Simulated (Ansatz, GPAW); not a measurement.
## A script for ZnIF (GLLB-SC)

These are simulated results from GPAW 26.7.0, not measurements. The cell was built from a prototype and was relaxed with r2SCAN in plane waves (Ansatz 0.2.0). It may be hypothetical. It is a single sheet, repeated along a and b, with vacuum along c. All runs are without spin polarisation.

In-plane lattice: a = 3.617 Å, b = 3.617 Å, γ = 120.0°; thickness between the outer nuclei 2.85 Å. Zn has 3 F at 2.31 Å and 3 I at 2.80 Å; F has 3 Zn at 2.31 Å and 1 I at 2.85 Å; I has 3 Zn at 2.80 Å and 1 F at 2.85 Å.

GLLB-SC is a model potential. Its fundamental gap is the Kohn-Sham gap plus a derivative discontinuity, which the script evaluates at the band edges among the listed k points. Its total energy isn't variational and serves nothing here.

run.py reads:

```python
import json
from ase import Atoms
from gpaw import GPAW, PW, FermiDirac

atoms = Atoms(['Zn', 'F', 'I'],
              cell=[[3.6172059, 0.0, 0.0], [-1.80860295, 3.1325922, 0.0], [0.0, 0.0, 29.23908392]],
              scaled_positions=[[0.333333333, 0.666666667, 0.317705669], [0.666666667, 0.333333333, 0.351566676], [0.666666667, 0.333333333, 0.254149198]],
              pbc=True)
calc = GPAW(mode=PW(400), xc='GLLBSC', kpts={'size': (6, 6, 1), 'gamma': True},
            occupations=FermiDirac(0.02), maxiter=100, legacy_gpaw=True, txt='gpaw.txt')
atoms.calc = calc
res = {'energy': atoms.get_potential_energy(force_consistent=True)}
res['electrons'] = calc.get_number_of_electrons()
res['k'] = calc.get_ibz_k_points().tolist()
res['levels'] = [calc.get_eigenvalues(kpt=i).tolist() for i in range(len(res['k']))]
points = [[0.0, 0.0, 0.0], [0.5, 0.0, 0.0], [0.333333, 0.333333, 0.0]]
bands = calc.fixed_density(kpts=points, symmetry='off', nbands=round(res['electrons']) // 2 + 6, convergence={'bands': -2}, txt='bands.txt')
res['points'] = [bands.get_eigenvalues(kpt=i).tolist() for i in range(len(points))]
homo, lumo = bands.get_homo_lumo()
potential = calc.hamiltonian.xc.response.calculate_discontinuity_potential(homo, lumo)
res['discontinuity'] = bands.hamiltonian.xc.response.calculate_discontinuity(potential)
json.dump(res, open('results.json', 'w'))
print('free energy (eV):', round(res['energy'], 5))
```

Command: `python run.py`. It took 28 s on 1 thread of Arm Neoverse V2, with other jobs on the host, peak memory 0.28 GiB.

The log gpaw.txt, trimmed of paths, versions and times, then the last line on the terminal. An iter line gives the energy in eV and the logarithms of the changes of orbitals (plane waves alone) and density (c: converged):

```
___ ___ ___ _ _ _
 |   |   |_  | | | |

 | | | | | . | | | |

 |__ |  _|___|_____|  26.7.0
 |___|_|

Input parameters:
  kpts: {gamma: True,
         size: (6, 6, 1)}
  maxiter: 100
  mode: {ecut: 400.0,
         name: pw}
  occupations: {fixmagmom: False,
                name: fermi-dirac,
                width: 0.02}
  xc: GLLBSC

System changes: positions, numbers, cell, pbc, initial_charges, initial_magmoms

Initialize ...

species:
  Zn:
    name:    Zinc
    Z:       30.0
    valence: 12
    core:    18
    charge:  0.0  # [|e|]
    compensation charges:
      type: gauss
      rc: 0.37  # [Å]
      lmax: 2
    cutoffs:
      filter: 2.14  # [Å]
      core: 2.23  # [Å]
    projectors
    | kind |    occ | energy [eV] | rcut [Å] |

    |------|--------|-------------|----------|

    |   4s |  2.000 |      -8.797 |    1.286 |

    |   4p |  0.000 |      -3.452 |    1.270 |

    |   3d | 10.000 |     -13.837 |    1.180 |

    |    s |        |      18.415 |    1.286 |

    |    p |        |      23.759 |    1.270 |

    |    d |        |      13.374 |    1.180 |

    Using partial waves for Zn as LCAO basis

  F:
    name:    Fluorine
    Z:       9.0
    valence: 7
    core:    2
    charge:  0.0  # [|e|]
    compensation charges:
      type: gauss
      rc: 0.20  # [Å]
      lmax: 2
    cutoffs:
      filter: 1.14  # [Å]
      core: 0.74  # [Å]
    projectors
    | kind |    occ | energy [eV] | rcut [Å] |

    |------|--------|-------------|----------|

    |   2s |  2.000 |     -36.122 |    0.635 |

    |   2p |  5.000 |     -16.598 |    0.635 |

    |    s |        |      -8.911 |    0.635 |

    |    p |        |      10.613 |    0.635 |

    |    d |        |       0.000 |    0.635 |

    Using partial waves for F as LCAO basis

  I:
    name:    Iodine
    Z:       53.0
    valence: 7
    core:    46
    charge:  0.0  # [|e|]
    compensation charges:
      type: gauss
      rc: 0.37  # [Å]
      lmax: 2
    cutoffs:
      filter: 2.06  # [Å]
      core: 2.96  # [Å]
    projectors
    | kind |    occ | energy [eV] | rcut [Å] |

    |------|--------|-------------|----------|

    |   5s |  2.000 |     -20.049 |    1.164 |

    |   5p |  5.000 |     -10.166 |    1.164 |

    |    s |        |       7.162 |    1.164 |

    |    p |        |      17.045 |    1.164 |

    |    d |        |       0.000 |    1.164 |

    Using partial waves for I as LCAO basis

Reference energy: -244987.595919  # eV

Spin-paired calculation

Convergence criteria:
 Maximum [total energy] change in last 3 cyles: 0.0005 eV / valence electron
 Maximum integral of absolute [dens]ity change: 0.0001 electrons / valence electron
 Maximum integral of absolute [eigenst]ate change: 4e-08 eV^2 / valence electron
 Maximum number of scf [iter]ations: 100
 (Square brackets indicate name in SCF output, whereas a 'c' in
 the SCF output indicates the quantity has converged.)

Symmetries present (total): 6

  ( 1  1  0)  ( 1  0  0)  ( 0  1  0)  ( 0 -1  0)  (-1  0  0)  (-1 -1  0)
  ( 0 -1  0)  ( 0  1  0)  (-1 -1  0)  (-1  0  0)  ( 1  1  0)  ( 1  0  0)
  ( 0  0  1)  ( 0  0  1)  ( 0  0  1)  ( 0  0  1)  ( 0  0  1)  ( 0  0  1)

36 k-points: 6 x 6 x 1 Monkhorst-Pack grid + [1/12,1/12,0.000000]
7 k-points in the irreducible part of the Brillouin zone
       k-points in crystal coordinates                weights
   0:     0.00000000    0.00000000    0.00000000          1/36
   1:     0.16666667    0.00000000    0.00000000          6/36
   2:     0.33333333   -0.16666667    0.00000000          6/36
   3:     0.33333333    0.00000000    0.00000000          6/36
   4:     0.33333333    0.33333333    0.00000000          2/36
   5:     0.50000000    0.33333333    0.00000000         12/36
   6:     0.50000000    0.50000000    0.00000000          3/36

Wave functions: Plane wave expansion
  Cutoff energy: 400.000 eV
  Number of coefficients (min, max): 5945, 6066
  Pulay-stress correction: 0.000000 eV/Ang^3 (de/decut=0.000000)
  Using FFTW library
  ScaLapack parameters: grid=1x1, blocksize=None
  Wavefunction extrapolation:
    Improved wavefunction reuse through dual PAW basis

Occupation numbers: Fermi-Dirac:
  width: 0.0200  # eV

Eigensolver
   Davidson(niter=2)

Densities:
  Coarse grid: 18*18*135 grid
  Fine grid: 36*36*270 grid
  Total Charge: 0.000000

Density mixing:
  Method: separate
  Backend: msr1
  Linear mixing parameter: 0.05
  old densities: 10
  Width of damping distribution: 1.1
  Damping of long wavelength oscillations: 20

Hamiltonian:
  XC and Coulomb potentials evaluated on a 36*36*270 grid
  Using the GLLBSC Exchange-Correlation functional
  External potential:
    NoExternalPotential

XC parameters: GLLBSC functional being used consists of
  -----------------------------------------------------------------------
  | Weight | Module     | Description                                   |

  -----------------------------------------------------------------------
  |  1.000 | SCREENING  | GGA_X_PBE_SOL with 2 nearest neighbor stencil |

  |  1.000 | RESPONSE   | eps=0.0500 eV                                 |

  |  1.000 | XC         | GGA_C_PBE_SOL with 2 nearest neighbor stencil |

  -----------------------------------------------------------------------

Memory estimate:
  Process memory now: 126.73 MiB
  Calculator: 54.43 MiB
    Density: 24.96 MiB
      Arrays: 8.68 MiB
      Localized functions: 9.61 MiB
      Mixer: 6.67 MiB
    Hamiltonian: 5.93 MiB
      Arrays: 5.67 MiB
      XC: 0.00 MiB
      Poisson: 0.00 MiB
      vbar: 0.26 MiB
    Wavefunctions: 23.53 MiB
      Arrays psit_nG: 11.01 MiB
      Eigensolver: 2.08 MiB
      Projections: 0.08 MiB
      Projectors: 8.04 MiB
      PW-descriptor: 2.32 MiB

Total number of cores used: 1

Number of atoms: 3
Number of atomic orbitals: 17
Number of bands in calculation: 17
Number of valence electrons: 26
Bands to converge: occupied

... initialized

Initializing position-dependent things.

Density initialized from atomic densities
Creating initial wave functions:
  17 bands from LCAO basis set
Positions:
   0 Zn    -0.000000    2.088395    9.289423    ( 0.0000,  0.0000,  0.0000)
   1 F      1.808603    1.044197   10.279488    ( 0.0000,  0.0000,  0.0000)
   2 I      1.808603    1.044197    7.431090    ( 0.0000,  0.0000,  0.0000)

Unit cell:
           periodic     x           y           z      points  spacing
  1. axis:    yes    3.617206    0.000000    0.000000    18     0.1740
  2. axis:    yes   -1.808603    3.132592    0.000000    18     0.1740
  3. axis:    yes    0.000000    0.000000   29.239084   135     0.2166

  Lengths:   3.617206   3.617206  29.239084
  Angles:   90.000000  90.000000 120.000000

Effective grid spacing dv^(1/3) = 0.1964

iter:   1    -9.558997
iter:   2    -8.966162   -0.91  -1.14
iter:   3   -28.646672   +0.21  -1.06
iter:   4    -7.886283   +0.05  -0.98
iter:   5    -8.009004   -0.73  -1.05
iter:   6    -6.216638   -1.13  -1.28
iter:   7    -5.766176   -1.73  -1.49
iter:   8    -5.896503   -2.57  -1.41
iter:   9    -6.020468   -2.52  -1.62
iter:  10    -6.068214   -3.32  -1.99
iter:  11    -6.160656   -3.21  -2.19
iter:  12    -6.178130   -3.61  -2.76
iter:  13    -6.172891   -4.59  -3.29
iter:  14    -6.181145c  -4.66  -3.34
iter:  15    -6.179771c  -5.49  -3.72
iter:  16    -6.179593c  -6.21  -4.07c
iter:  17    -6.179555c  -6.32  -4.32c
iter:  18    -6.179891c  -7.11  -4.65c
iter:  19    -6.179782c  -7.60c -5.18c

Converged after 19 iterations.

Energy contributions relative to reference atoms: (reference = -244987.595919)

Kinetic:        +86.947470
Potential:      -77.294010
External:        +0.000000
XC:             -16.796305
Entropy (-ST):   -0.000000
Local:           +0.963063
SIC:             +0.000000
--------------------------
Free energy:     -6.179782
Extrapolated:    -6.179782

GLLBSC response reference energy: -3.95613 eV (from HOMO)

Showing only first 2 kpts
 Kpt  Band  Eigenvalues  Occupancy
  0    11     -3.95606    2.00000
  0    12     -3.95605    2.00000
  0    13     -3.18415    0.00000
  0    14      1.70452    0.00000

  1    11     -5.65306    2.00000
  1    12     -4.36047    2.00000
  1    13     -2.65130    0.00000
  1    14      1.60463    0.00000

Fermi level: -3.56275

Gap: 0.772 eV
Transition (v -> c):
  (s=0, k=0, n=12, [0.00, 0.00, 0.00]) -> (s=0, k=0, n=13, [0.00, 0.00, 0.00])
No difference between direct/indirect transitions

free energy (eV): -6.17978
```

The gap in the log is over the mesh alone; results.json adds the listed points. GLLB-SC gives a gap of 1.06 eV (0.772 eV Kohn-Sham over the listed points plus 0.292 eV discontinuity). On the same cell, plane-wave PBE (Ansatz, 12×12×1 k points and the special points) gives a gap of 0.26 eV and r2SCAN a gap of 0.60 eV; on shared hosts these took about 16 and 39 core-seconds on the 3-atom cell, against 28 for the script. Spin-orbit coupling, left out in all these runs, can cut or reorder the gap by tenths of an eV, up to about 1 eV with Pb or Bi.

Spin-orbit coupling is left out, which matters wherever the heavy atoms make up the band edges.
